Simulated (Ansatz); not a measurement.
# Zr2Ga: properties at the relaxed cell

One table from this session's results is given with a row withheld; the runs are named, their logs left out.

Method: DFT r2SCAN, scalar-relativistic, plane waves, PAW, in Ansatz 0.2.0.

### The system as given

The structure is tetragonal, space group I4/mcm (No. 140). The conventional cell has a = 6.704 Å, b = 6.704 Å, c = 5.432 Å, α = 90.00°, β = 90.00°, γ = 90.00°. Around Zr (site symmetry m2m) lie 4 Ga at 2.88 Å and 7 Zr at 2.92 to 3.41 Å. Ga (site symmetry 422) has 2 Ga at 2.72 Å and 8 Zr at 2.88 Å as nearest neighbours.

Structure file:

```cif
data_structure
_symmetry_space_group_name_H-M 'I4/mcm'
_symmetry_Int_Tables_number 140
_cell_length_a 6.7042
_cell_length_b 6.7042
_cell_length_c 5.4325
_cell_angle_alpha 90.000
_cell_angle_beta 90.000
_cell_angle_gamma 90.000
_cell_volume 244.17
loop_
_atom_site_label
_atom_site_type_symbol
_atom_site_symmetry_multiplicity
_atom_site_Wyckoff_symbol
_atom_site_fract_x
_atom_site_fract_y
_atom_site_fract_z
_atom_site_occupancy
Zr1 Zr 8 h 0.15377 0.65377 0.00000 1
Ga1 Ga 4 a 0.00000 0.00000 0.25000 1
```

This cell was relaxed beforehand with the same method: volume 20.35 Å³/atom, gap on the mesh none (metal).

Set-up of the first run:

Contents of input.yaml:

```yaml
crystal:
  lattice:
    - [-3.3182551362, 3.3182551362, 2.6888053975]
    - [3.3182551362, -3.3182551362, 2.6888053975]
    - [3.3182551362, 3.3182551362, -2.6888053975]
  atoms:
    - { symbol: Zr, position: [0.153770335, 0.653770335, 0.80754067] }
    - { symbol: Zr, position: [0.653770335, 0.846229665, 0.5] }
    - { symbol: Zr, position: [0.846229665, 0.346229665, 0.19245933] }
    - { symbol: Zr, position: [0.346229665, 0.153770335, 0.5] }
    - { symbol: Ga, position: [0.75, 0.75, 0.0] }
    - { symbol: Ga, position: [0.25, 0.25, 0.0] }
basis:
  ecutwfc: 500
kpoints:
  mp_grid: { grid: [8, 8, 8] }
hamiltonian:
  xc: r2scan
scf:
  occupations: { method: gaussian, width: 0.1 }
output:
  forces: true
  stress: true
  eigenvalues: true
relax:
  adjacent_minimum: "off"
  f_tol: 0.01
  max_steps: 30
  cell: { stress_tol: 0.1, fix: [volume] }
```

Command:

```bash
> ansatz run input.yaml --threads 1 --pin off --max-ram 2560MiB --backend cpu --events-out ev --progress --plain --runs-dir out
```

Among the steps run: Point at V/V0 = 0.97; Volume × 1.03; Volume × 0.94; The cell scaled to 1.06 of its volume; Point at V/V0 = 0.91; Volume × 1.10; Point at V/V0 = 0.88.

One of the session's tables, all rows but one given; the rest of the session is left out.

It belongs to the step «Energy against volume». 

| volume (Å³/atom) | energy above the lowest point (meV/atom) | pressure (GPa) |
| --- | --- | --- |
| 17.906 | 124.5 | 18.13 |
| 18.516 | 66.4 | 12.58 |
| 19.127 | 27.9 | 7.78 |
| 19.737 | 6.6 | 3.62 |
| 20.348 | 0.0 | 0.02 |
| 20.958 | ? | ? |
| 21.569 | 23.6 | -5.82 |
| 22.383 | 61.4 | -8.89 |

Q: Estimate the row for volume (Å³/atom) = 20.958 from the others.

Worked estimate for «energy above the lowest point (meV/atom)». A straight line through the neighbours (20.348, 0.0) and (21.569, 23.6) gives 0.0 + (23.6 − 0.0) × (20.958 − 20.348) / (21.569 − 20.348) = 11.8; a parabola fitted to 4 rows on both sides gives 6.4.

**Answer.** energy above the lowest point (meV/atom): 6.2; pressure (GPa): -3.11. In «energy above the lowest point (meV/atom)» the line misses by +5.6 and the parabola by +0.2.
